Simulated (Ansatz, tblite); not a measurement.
# Al(AsH3)H3 (AlAsH₆): removing an electron

What does removing an electron cost or gain for Al(AsH3)H3 (AlAsH₆)? Each charged state is run at several levels.

Program: Ansatz 0.2.0, Gaussian basis. Level of theory: as each input shows. These are calculated values, not measurements.

Plan: charge +1 doublet, at the geometry of the singlet (PBE0-D4/def2-TZVP, PBE-D4/def2-TZVP, r2SCAN-D4/def2-TZVP, CCSD(T)/def2-TZVPP); the starting singlet's energies come from earlier runs.

## 1. The structure

The singlet was relaxed beforehand with r2SCAN-D4/def2-TZVP.

8 atoms, charge 0, spin multiplicity 1.

Atoms are counted from 1 here; the program's logs count them from 0.

Bond lengths: Al1–As2 2.616 Å, Al1–H6 1.595 Å, Al1–H7 1.596 Å, Al1–H8 1.596 Å, As2–H3 1.507 Å, As2–H4 1.507 Å, As2–H5 1.507 Å. Angles: As2–Al1–H6 96.7°, As2–Al1–H7 96.6°, As2–Al1–H8 96.7°, H6–Al1–H7 118.7°, H6–Al1–H8 118.7°, H7–Al1–H8 118.7°, Al1–As2–H3 120.0°, Al1–As2–H4 120.2°, Al1–As2–H5 120.1°, H3–As2–H4 97.0°, H3–As2–H5 97.0°, H4–As2–H5 97.0°.

As a file:

```mol
AlAsH6
  3D, bonds by distance, orders not assigned

  8  7  0  0  0  0  0  0  0  0999 V2000
   -0.0045    0.0105   -1.5220 Al  0  0
    0.0036   -0.0087    1.0937 As  0  0
    0.7357    1.0672    1.8535 H   0  0
    0.5756   -1.1849    1.8422 H   0  0
   -1.2947    0.0799    1.8533 H   0  0
    1.5782   -0.0542   -1.7130 H   0  0
   -0.7398    1.4163   -1.6923 H   0  0
   -0.8541   -1.3261   -1.7154 H   0  0
  1  2  8  0
  1  6  8  0
  1  7  8  0
  1  8  8  0
  2  3  8  0
  2  4  8  0
  2  5  8  0
M  END
```

## 2. Charge +1 doublet at the fixed geometry, PBE0-D4/def2-TZVP

Input file in.yaml:

```yaml
crystal:
  periodic: [false, false, false]
  atoms:
    - {symbol: Al, position_ang: [-0.004478, 0.010505, -1.521968]}
    - {symbol: As, position_ang: [0.003582, -0.008741, 1.093666]}
    - {symbol: H, position_ang: [0.735698, 1.067198, 1.853458]}
    - {symbol: H, position_ang: [0.575564, -1.184921, 1.842200]}
    - {symbol: H, position_ang: [-1.294688, 0.079880, 1.853315]}
    - {symbol: H, position_ang: [1.578210, -0.054188, -1.713020]}
    - {symbol: H, position_ang: [-0.739786, 1.416327, -1.692280]}
    - {symbol: H, position_ang: [-0.854102, -1.326062, -1.715362]}
basis:
  gaussian: {orbitals: def2-TZVP}
total_charge: 1
magnetization: {spin_polarized: true, initial_magnetization: 1}
hamiltonian: {xc: pbe0, dispersion: d4}
output: {orbitals: {seedname: orbitals}}
```

Launch:

```sh
ansatz run in.yaml --threads 4 --pin off --events-out ev --progress --plain --max-ram 3916MiB
```

Output:

```text
Functional definition: PBE0
  name "PBE0"
  cite "Adamo & Barone, J. Chem. Phys. 110, 6158 (1999) doi:10.1063/1.478522"
  cite "Perdew, Burke & Ernzerhof, Phys. Rev. Lett. 77, 3865 (1996) doi:10.1103/PhysRevLett.77.3865"
  parent pbe
  parameter a = 0.25
  parameter kappa = 0.804
  parameter beta = 0.06672455060314922
  exchange = (1 - a)*pbe_x(kappa = kappa, mu = beta*pi^2/3) + a*exact_x
  correlation = pbe_c(beta = beta)
966 factors; their error is unknown
mean field evaluation 1: about -67513.2962 eV, gradient 1.1e1 eV
mean field evaluation 2: about -67511.5090 eV, gradient 1.6e1 eV
mean field evaluation 4: about -67514.2052 eV, gradient 2.9e0 eV
mean field evaluation 8: about -67514.2905 eV, gradient 1.5e-1 eV
mean field evaluation 16: about -67514.5721 eV, gradient 4.6e-1 eV
mean field evaluation 32: about -67514.5680 eV, gradient 4.8e-1 eV
mean field -67514.59587754 eV, -2481.1156354629 hartree, gradient 5.3e-6 eV, S^2 0.765634; 5 other end points of the search recorded, 0 dependent functions left out
reference -67514.59591168 eV, -2481.1156367176 hartree; 26, 25 occupied and 95, 96 virtual orbitals, 966 factors
Total energy: -67514.68352640 eV, -2481.1188564990 hartree
```

Wall time 15 s (4 threads of Intel Xeon at 2.50GHz, shared host).

Report: HOMO -13.68 eV, LUMO -12.21 eV (over both spins); ⟨S²⟩ 0.766 (pure: 0.75); the next solution that the search met lies 0.001 eV higher.

## 3. Charge +1 doublet at the fixed geometry, PBE-D4/def2-TZVP

start.molden holds the orbitals of an earlier run on this state, given as this run's starting guess.

in.yaml: that of step 2 with these lines changed.

```diff
@@ -12,6 +12,7 @@
 basis:
-  gaussian: {orbitals: def2-TZVP}
+  gaussian: {orbitals: def2-TZVP, initial_orbitals: start.molden}
 total_charge: 1
 magnetization: {spin_polarized: true, initial_magnetization: 1}
-hamiltonian: {xc: pbe0, dispersion: d4}
+hamiltonian: {xc: pbe, dispersion: d4}
+scf: {omitted_lower_state_checks: [starts]}
 output: {orbitals: {seedname: orbitals}}
```

The command is unchanged.

Output:

```text
Functional definition: PBE
  name "PBE"
  cite "Perdew, Burke & Ernzerhof, Phys. Rev. Lett. 77, 3865 (1996) doi:10.1103/PhysRevLett.77.3865"
  parent pbe
  parameter kappa = 0.804
  parameter beta = 0.06672455060314922
  exchange = pbe_x(kappa = kappa, mu = beta*pi^2/3)
  correlation = pbe_c(beta = beta)
these checks for a lower state are left out or cut short: starts
896 factors; their error is unknown
mean field evaluation 1: about -67512.1294 eV, gradient 7.2e0 eV
mean field evaluation 2: about -67512.2306 eV, gradient 2.1e-1 eV
mean field evaluation 4: about -67512.2309 eV, gradient 7.6e-2 eV
mean field evaluation 8: about -67512.2311 eV, gradient 1.8e-5 eV
mean field -67512.23106412 eV, -2481.0287301727 hartree, gradient 1.8e-5 eV, S^2 0.756207; 0 other end points of the search recorded, 0 dependent functions left out
reference -67512.23110945 eV, -2481.0287318384 hartree; 26, 25 occupied and 95, 96 virtual orbitals, 896 factors
Total energy: -67512.33432677 eV, -2481.0325250049 hartree
Checks for a lower state left out: starts
```

Run time: 2.7 s. Hardware: 4 threads of Intel Xeon at 2.50GHz, shared host.

From the report: HOMO -12.71 eV, LUMO -12.81 eV (over both spins; with the spin held, an empty level of the minority spin lies below the top filled one); ⟨S²⟩ 0.756 (pure: 0.75).

## 4. Charge +1 doublet at the fixed geometry, r2SCAN-D4/def2-TZVP

in.yaml: that of step 3 with these lines changed.

```diff
@@ -15,3 +15,3 @@
 magnetization: {spin_polarized: true, initial_magnetization: 1}
-hamiltonian: {xc: pbe, dispersion: d4}
+hamiltonian: {xc: r2scan, dispersion: d4}
 scf: {omitted_lower_state_checks: [starts]}
```

The command is unchanged.

Output:

```text
Functional definition: r2SCAN
  name "r2SCAN"
  cite "Furness, Kaplan, Ning, Perdew & Sun, J. Phys. Chem. Lett. 11, 8208 (2020) doi:10.1021/acs.jpclett.0c02405"
  cite "Furness, Kaplan, Ning, Perdew & Sun, J. Phys. Chem. Lett. 11, 9248 (2020) doi:10.1021/acs.jpclett.0c03077"
  parent r2scan
  parameter k0 = 0.174
  parameter k1 = 0.065
  parameter a1 = 4.9479
  exchange = r2scan_x(k0 = k0, k1 = k1, a1 = a1)
  correlation = r2scan_c
these checks for a lower state are left out or cut short: starts
896 factors; their error is unknown
mean field evaluation 1: about -67524.3122 eV, gradient 5.1e0 eV
mean field evaluation 2: about -67524.3535 eV, gradient 9.2e-2 eV
mean field evaluation 4: about -67524.3475 eV, gradient 2.2e-2 eV
mean field evaluation 8: about -67524.3476 eV, gradient 1.3e-5 eV
mean field -67524.34755563 eV, -2481.4740030226 hartree, gradient 1.3e-5 eV, S^2 0.766997; 0 other end points of the search recorded, 0 dependent functions left out
reference -67524.34757238 eV, -2481.4740036384 hartree; 26, 25 occupied and 95, 96 virtual orbitals, 896 factors
Total energy: -67524.37113155 eV, -2481.4748694217 hartree
Checks for a lower state left out: starts
```

It took 6 s on 4 threads of Intel Xeon at 2.50GHz, shared host.

Report: HOMO -12.90 eV, LUMO -12.80 eV (over both spins); ⟨S²⟩ 0.767 (pure: 0.75).

## 5. Charge +1 doublet at the fixed geometry, CCSD(T)/def2-TZVPP

in.yaml: that of step 4 with these lines changed.

```diff
@@ -12,7 +12,7 @@
 basis:
-  gaussian: {orbitals: def2-TZVP, initial_orbitals: start.molden}
+  gaussian: {orbitals: def2-TZVPP, initial_orbitals: start.molden}
 total_charge: 1
 magnetization: {spin_polarized: true, initial_magnetization: 1}
-hamiltonian: {xc: r2scan, dispersion: d4}
-scf: {omitted_lower_state_checks: [starts]}
+correlation: {method: ccsd_t}
+scf: {omitted_lower_state_checks: [starts, cluster_reference]}
 output: {orbitals: {seedname: orbitals}}
```

Same command.

Output, shortened:

```text
Functional definition: HF
  name "HF"
  cite "Fock, Z. Phys. 61, 126 (1930) doi:10.1007/BF01340294"
  parent pbe
[...]
1010 factors; integrals over basis functions are off by at most 1.8e-3 eV
[...]
mean field -67463.37306325 eV, -2479.2332317578 hartree, gradient 2.8e-6 eV, S^2 0.765080; 0 other end points of the search recorded, 0 dependent functions left out
14 core orbitals not correlated: weight in the atoms' cores, before any rotation towards them, 1.000 or more for the frozen orbitals, at most 0.000 for the correlated occupied ones
reference -67463.37306325 eV, -2479.2332317578 hartree; 12, 11 occupied and 148, 149 virtual orbitals, 1010 factors
second order -9.81649340 eV of doubles, -0.00000000 eV of singles
cycle   1  -10.31844601 eV  change   -5.0e-1 eV  update   8.7e-2
[...]
cycle  16  -10.85713217 eV  change    5.3e-6 eV  update   5.6e-6
perturbative correction -0.34869168 eV, -0.0128141828 hartree
Total energy: -67474.57888710 eV, -2479.6450381886 hartree
Checks for a lower state left out: starts, cluster_reference
```

Run time: 1.8 min. Hardware: 4 threads of Intel Xeon at 2.50GHz, shared host; peak memory 3.4 GiB.

From the report: Hartree-Fock HOMO -16.24 eV, LUMO -8.38 eV (over both spins); ⟨S²⟩ 0.765 (pure: 0.75); T1 0.031.

## 6. Vertical ionisation energy

Charged state less starting state, singlet to doublet; the starting state's energies are those of its earlier runs.

Differences are taken before rounding.

| method | vertical ionisation energy (eV) | from CCSD(T)/def2-TZVPP (eV) | time |
| --- | --- | --- | --- |
| HF/def2-TZVPP | 9.62 | -0.79 |  |
| PBE-D4/def2-TZVP | 9.81 | -0.59 | 4.4 s |
| r2SCAN-D4/def2-TZVP | 9.94 | -0.46 | 8.2 s |
| PBE0-D4/def2-TZVP | 10.10 | -0.30 | 18 s |
| MP2/def2-TZVPP | 10.38 | -0.02 |  |
| CCSD/def2-TZVPP | 10.41 | +0.01 |  |
| CCSD(T)/def2-TZVPP | 10.40 | 0 | 2.2 min |

Times add the two runs; a level without a time comes out of a correlated run.

Beside −ε(HOMO) of the starting state:

| level | −ε(HOMO) (eV) | by difference (eV) | mismatch (eV) |
| --- | --- | --- | --- |
| PBE-D4/def2-TZVP | 6.64 | 9.81 | -3.17 |
| r2SCAN-D4/def2-TZVP | 6.94 | 9.94 | -3.00 |
| PBE0-D4/def2-TZVP | 7.88 | 10.10 | -2.23 |

## 7. Results

| quantity | value |
| --- | --- |
| vertical ionisation energy, functionals in def2-TZVP | 9.81 (PBE-D4) to 10.10 eV (PBE0-D4) |
| vertical ionisation energy, CCSD(T)/def2-TZVPP | 10.40 eV |

In words: The vertical ionisation energy spans 9.81 to 10.10 eV over the functionals, beside 10.40 eV from CCSD(T)/def2-TZVPP. −ε(HOMO) misses the level's own difference by -2.23 eV at best (PBE0-D4) and -3.17 eV at worst (PBE-D4). CCSD(T)/def2-TZVPP isn't at the basis-set limit; small misses against it rank nothing.
